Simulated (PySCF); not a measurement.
# C7H7F3: magnetic properties

Wanted: magnetic properties for C7H7F3 (`FC(F)=C(F)C1CC=CC1`).

Computed with PySCF 2.14.0 and routines of our own; the level stands in each step. Atoms count from 0.

## Step 1: The starting structure

17 atoms, charge 0, multiplicity 1; geometry from: GFN2-xTB.

## Step 2: Magnetic properties: GIAO KT3/pcSseg-1

Job settings and geometry (Å):

```
{"job": {"kind": "mag", "xc": "KT3", "basis": "pcSseg-1", "isotopologues": 0}, "charge": 0, "multiplicity": 1}
F      3.195380     0.672484    -0.014248
C      2.655350    -0.469315     0.404847
F      3.597176    -1.305906     0.819347
C      1.348373    -0.697208     0.392265
F      0.903481    -1.889064     0.839230
C      0.301076     0.254450    -0.077783
C     -0.542863    -0.319305    -1.239619
C     -1.920500     0.197385    -0.951191
C     -2.020678     0.690522     0.269986
C     -0.728525     0.595162     1.024516
H      0.797203     1.169661    -0.406704
H     -0.165345    -0.002670    -2.211634
H     -0.547117    -1.412778    -1.219519
H     -2.708574     0.124229    -1.679245
H     -2.905884     1.096000     0.726604
H     -0.473737     1.516002     1.548720
H     -0.791813    -0.207617     1.764517
```

Level: GIAO KT3/pcSseg-1 magnetisability, rotational g tensor and spin-rotation constants, non-relativistic, gas phase.

Command:

```console
OMP_NUM_THREADS=1 python excited_run.py task.json out
```

This one command runs all jobs of the session in turn.

What it wrote:

```text
coarse grid: 15200 points
cycle   1  E = -578.0274791580  dE =  1.455e+00  |g| = 1.026e+00  |ddm| = 3.871e+00
cycle   2  E = -577.5448867141  dE =  4.826e-01  |g| = 1.949e+00  |ddm| = 2.393e+00
cycle   3  E = -578.2011665945  dE = -6.563e-01  |g| = 2.238e-01  |ddm| = 1.759e+00
cycle   4  E = -578.2098014296  dE = -8.635e-03  |g| = 1.167e-01  |ddm| = 3.276e-01
cycle   5  E = -578.2122375684  dE = -2.436e-03  |g| = 4.248e-02  |ddm| = 1.402e-01
cycle   6  E = -578.2126083352  dE = -3.708e-04  |g| = 1.664e-02  |ddm| = 4.954e-02
cycle   7  E = -578.2126748586  dE = -6.652e-05  |g| = 3.341e-03  |ddm| = 1.900e-02
cycle   8  E = -578.2126767439  dE = -1.885e-06  |g| = 8.428e-04  |ddm| = 3.514e-03
final grid: 150872 points
cycle   9  E = -578.3268112119  dE = -2.207e-04  |g| = 4.224e-02  |ddm| = 9.344e-02
cycle  10  E = -578.3261144450  dE =  6.968e-04  |g| = 7.837e-02  |ddm| = 8.727e-02
cycle  11  E = -578.3270590014  dE = -9.446e-04  |g| = 5.355e-03  |ddm| = 6.127e-02
cycle  12  E = -578.3270655189  dE = -6.518e-06  |g| = 1.699e-03  |ddm| = 5.864e-03
cycle  13  E = -578.3270661769  dE = -6.580e-07  |g| = 4.521e-04  |ddm| = 1.940e-03
cycle  14  E = -578.3270662196  dE = -4.266e-08  |g| = 1.877e-04  |ddm| = 6.132e-04
cycle  15  E = -578.3270662257  dE = -6.111e-09  |g| = 2.711e-05  |ddm| = 1.744e-04
cycle  16  E = -578.3270662258  dE = -1.339e-10  |g| = 1.197e-05  |ddm| = 4.115e-05
converged SCF energy = -578.3270662258

Magnetisability tensor (1e-30 J/T^2)
    -1226.22      -44.43       19.97
      -44.43    -1322.13       24.39
       19.97       24.39    -1260.85
isotropic -1269.74   principal values   -1349.75  -1252.65  -1206.82
isotropic susceptibility -76.465 1e-6 cm^3/mol

Inertial axes            a          b          c
rot. const./GHz      2.9037     0.7552     0.7055
chi total           -72.809    -81.151    -75.436
chi diamagnetic    -503.827  -1604.613  -1673.579
chi paramagnetic    431.018   1523.462   1598.143
quadrupole/D A       -1.031     -3.386      4.417
g nuclear            0.5518     0.5345     0.5207
g electronic        -0.5880    -0.5405    -0.5296
g total             -0.0361    -0.0060    -0.0090

Spin-rotation constants (kHz, H = +C I.J)
atom  isotope        aa         bb         cc
  0    19F        2.737      0.746      0.902
  2    19F        3.473      0.997      0.759
  4    19F        1.925      0.790      0.207
 10     1H       -0.240      0.030     -0.085
 11     1H       -0.295     -0.036     -0.015
 12     1H       -0.278      0.009     -0.058
 13     1H        0.110     -0.088     -0.027
 14     1H        0.111     -0.088     -0.027
 15     1H       -0.296     -0.037     -0.015
 16     1H       -0.278      0.010     -0.058
  1    13C*       1.034      0.323      0.199
  3    13C*       1.055      0.256      0.171
  5    13C*       0.517      0.155      0.113
  6    13C*       0.442      0.156      0.127
  7    13C*       1.342      0.127      0.210
* in the singly substituted isotopologue
```

Run time: 95 s. Hardware: 1 thread of Intel Xeon Platinum 8259CL at 2.50GHz, shared host; peak memory 0.72 GiB.

In short:

```tsv
quantity	value
magnetisability	-1270·10⁻³⁰ J/T²
molar susceptibility	-76.5·10⁻⁶ cm³/mol
rotational g (a, b, c)	-0.0361, -0.0060, -0.0090
```

## Step 3: Magnetic properties: GIAO B97-D/pcSseg-0

Settings changed since step 2:

```diff
@@ -1,2 +1,2 @@
-{"job": {"kind": "mag", "xc": "KT3", "basis": "pcSseg-1", "isotopologues": 0}, "charge": 0, "multiplicity": 1}
+{"job": {"kind": "mag", "xc": "B97-D", "basis": "pcSseg-0", "scf": {"damp": 0.2}}, "charge": 0, "multiplicity": 1}
 F      3.195380     0.672484    -0.014248
```

With the program's defaults for keys left out, this is: GIAO B97-D/pcSseg-0 magnetisability, rotational g tensor and spin-rotation constants, non-relativistic, gas phase.

What it wrote:

```text
damping 0.20 in the first 6 cycles
final grid: 150872 points
cycle   1  E = -568.6506641317  dE =  1.331e+00  |g| = 7.988e-01  |ddm| = 4.506e+00
cycle   2  E = -568.5623234777  dE =  8.834e-02  |g| = 1.079e+00  |ddm| = 2.033e+00
cycle   3  E = -568.4262895201  dE =  1.360e-01  |g| = 1.303e+00  |ddm| = 2.438e+00
cycle   4  E = -567.8615508258  dE =  5.647e-01  |g| = 2.148e+00  |ddm| = 3.490e+00
cycle   5  E = -567.5649762706  dE =  2.966e-01  |g| = 2.381e+00  |ddm| = 4.389e+00
cycle   6  E = -552.0274528533  dE =  1.554e+01  |g| = 6.511e+00  |ddm| = 9.319e+00
cycle   7  E = -473.6223842086  dE =  7.841e+01  |g| = 9.400e+00  |ddm| = 6.823e+01
cycle   8  E = -550.6887080496  dE = -7.707e+01  |g| = 7.488e+00  |ddm| = 6.780e+01
cycle   9  E = -564.3281083878  dE = -1.364e+01  |g| = 3.732e+00  |ddm| = 1.443e+01
cycle  10  E = -553.1962568561  dE =  1.113e+01  |g| = 5.287e+00  |ddm| = 1.697e+01
cycle  11  E = -566.7419983914  dE = -1.355e+01  |g| = 1.965e+00  |ddm| = 1.667e+01
cycle  12  E = -568.4515059546  dE = -1.710e+00  |g| = 1.184e+00  |ddm| = 4.617e+00
cycle  13  E = -568.6980105189  dE = -2.465e-01  |g| = 5.917e-01  |ddm| = 1.739e+00
cycle  14  E = -568.7636750580  dE = -6.566e-02  |g| = 2.418e-01  |ddm| = 5.710e-01
cycle  15  E = -568.7746077722  dE = -1.093e-02  |g| = 1.711e-01  |ddm| = 3.432e-01
cycle  16  E = -568.7797202293  dE = -5.112e-03  |g| = 1.234e-01  |ddm| = 2.841e-01
cycle  17  E = -568.7835360833  dE = -3.816e-03  |g| = 3.244e-02  |ddm| = 2.168e-01
cycle  18  E = -568.7837438119  dE = -2.077e-04  |g| = 1.526e-02  |ddm| = 5.454e-02
cycle  19  E = -568.7837870759  dE = -4.326e-05  |g| = 4.234e-03  |ddm| = 2.344e-02
cycle  20  E = -568.7837909391  dE = -3.863e-06  |g| = 9.019e-04  |ddm| = 6.284e-03
cycle  21  E = -568.7837911101  dE = -1.710e-07  |g| = 3.288e-04  |ddm| = 1.388e-03
cycle  22  E = -568.7837911321  dE = -2.201e-08  |g| = 1.343e-04  |ddm| = 5.275e-04
cycle  23  E = -568.7837911333  dE = -1.227e-09  |g| = 1.215e-04  |ddm| = 2.691e-04
cycle  24  E = -568.7837911369  dE = -3.593e-09  |g| = 3.793e-05  |ddm| = 1.542e-04
cycle  25  E = -568.7837911372  dE = -3.047e-10  |g| = 3.650e-06  |ddm| = 4.171e-05
converged SCF energy = -568.7837911372

Magnetisability tensor (1e-30 J/T^2)
    -1288.45      -36.88       15.60
      -36.88    -1364.52       23.68
       15.60       23.68    -1306.63
isotropic -1319.86   principal values   -1388.88  -1298.35  -1272.36
isotropic susceptibility -79.484 1e-6 cm^3/mol

Inertial axes            a          b          c
rot. const./GHz      2.9037     0.7552     0.7055
chi total           -76.739    -83.525    -78.188
chi diamagnetic    -505.866  -1606.269  -1676.607
chi paramagnetic    429.127   1522.744   1598.419
quadrupole/D A       -1.374     -4.379      5.754
g nuclear            0.5518     0.5345     0.5207
g electronic        -0.5854    -0.5402    -0.5297
g total             -0.0336    -0.0057    -0.0091

Spin-rotation constants (kHz, H = +C I.J)
atom  isotope        aa         bb         cc
  0    19F        2.839      0.824      0.762
  2    19F        3.643      1.054      0.628
  4    19F        2.081      0.884      0.028
 10     1H       -0.288      0.024     -0.092
 11     1H       -0.331     -0.043     -0.024
 12     1H       -0.314      0.003     -0.065
 13     1H        0.069     -0.100     -0.033
 14     1H        0.069     -0.100     -0.034
 15     1H       -0.332     -0.043     -0.023
 16     1H       -0.314      0.003     -0.066
  1    13C*       1.062      0.340      0.206
  3    13C*       1.087      0.279      0.176
  5    13C*       0.480      0.154      0.108
  6    13C*       0.409      0.155      0.121
  7    13C*       1.383      0.120      0.216
* in the singly substituted isotopologue
```

It took 57 s on 1 thread of Intel Xeon Platinum 8259CL at 2.50GHz, shared host; peak memory 0.55 GiB.

Key values:

```tsv
quantity	value
magnetisability	-1320·10⁻³⁰ J/T²
molar susceptibility	-79.5·10⁻⁶ cm³/mol
rotational g (a, b, c)	-0.0336, -0.0057, -0.0091
```

## Step 4: The levels compared

```tsv
level	ξ (10⁻³⁰ J/T²)	g(a)	g(b)	gap (eV)	functions	time
GIAO KT3/pcSseg-1	-1270	-0.0361	-0.0060	5.28	205	95 s
GIAO B97-D/pcSseg-0	-1320	-0.0336	-0.0057	5.46	104	57 s
```

## Step 5: Results

| quantity | value |
| --- | --- |
| magnetisability (step 2, GIAO KT3/pcSseg-1) | -1270·10⁻³⁰ J/T² |
| molar susceptibility (step 2, GIAO KT3/pcSseg-1) | -76.5·10⁻⁶ cm³/mol |
| rotational g (a, b, c) (step 2, GIAO KT3/pcSseg-1) | -0.0361, -0.0060, -0.0090 |
| magnetisability over the levels | -1320 to -1270·10⁻³⁰ J/T² |

In words: The magnetisability spreads by 3.9 % over 2 levels, from GIAO B97-D/pcSseg-0 (57 s) to GIAO KT3/pcSseg-1 (95 s); the runs took 57 s to 95 s. Two levels can agree by chance, so this spread shows no convergence. Vibrational averaging and real surroundings are missing from these values.
